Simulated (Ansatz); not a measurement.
# CuB (triplet): wave-function methods side by side, def2-QZVPP

The task here is to estimate one member of a computed series from the others.

Program: Ansatz 0.2.0, Gaussian basis. Level of theory: def2-QZVPP, core rule «outside noble gas», up to 10 orbitals frozen. These are calculated values, not measurements.

The runs, in order: UHF; ROHF; CCSD(T) on UHF.

2 further runs of the same task are left out: 2 set aside as unsound or not needed. Runs told in other sessions of the task aren't counted.

**What is computed**

The geometry is a PBE0/def2-TZVP stationary point (not a proven minimum) of the parent state, kept for this charge and spin.

2 atoms, charge 0, spin multiplicity 3.

Atoms are counted from 1 here; the program's logs count them from 0.

Bond lengths: Cu1–B2 1.957 Å.

Coordinates:

```csv
atom,x (Å),y (Å),z (Å)
Cu1,0.00000,0.00000,0.00000
B2,0.00000,0.00000,1.95697
```

Set-up of the first run:

Input file in.yaml:

```yaml
crystal:
  periodic: [false, false, false]
  atoms:
    - {symbol: Cu, position_ang: [0.000000, 0.000000, 0.000000]}
    - {symbol: B, position_ang: [0.000000, 0.000000, 1.956974]}
basis:
  gaussian: {orbitals: "def2-QZVPP.json"}
magnetization: {spin_polarized: true, initial_magnetization: 2}
hamiltonian: {xc: hf}
output: {orbitals: {seedname: orbitals}}
```

Launch:

```bash
$ ansatz run in.yaml --threads 1 --pin off --events-out ev --progress --plain --max-ram 2816MiB --backend cpu
```

Steps of the session up to this table: UHF; ROHF; CCSD(T) on UHF.

One table of the session follows, with a row left open; its other results are not shown here.

```
  method  from UCCSD(T) (meV)
    ROHF             +15486.6
     UHF                    ?
    UMP2               -778.9
   UCCSD               +818.1
UCCSD(T)                    0
```

Estimate the missing values for UHF.

**Answer.** from UCCSD(T) (meV): +15375.4. In the column «from UCCSD(T) (meV)» it lies between UCCSD (+818.1) and ROHF (+15486.6).
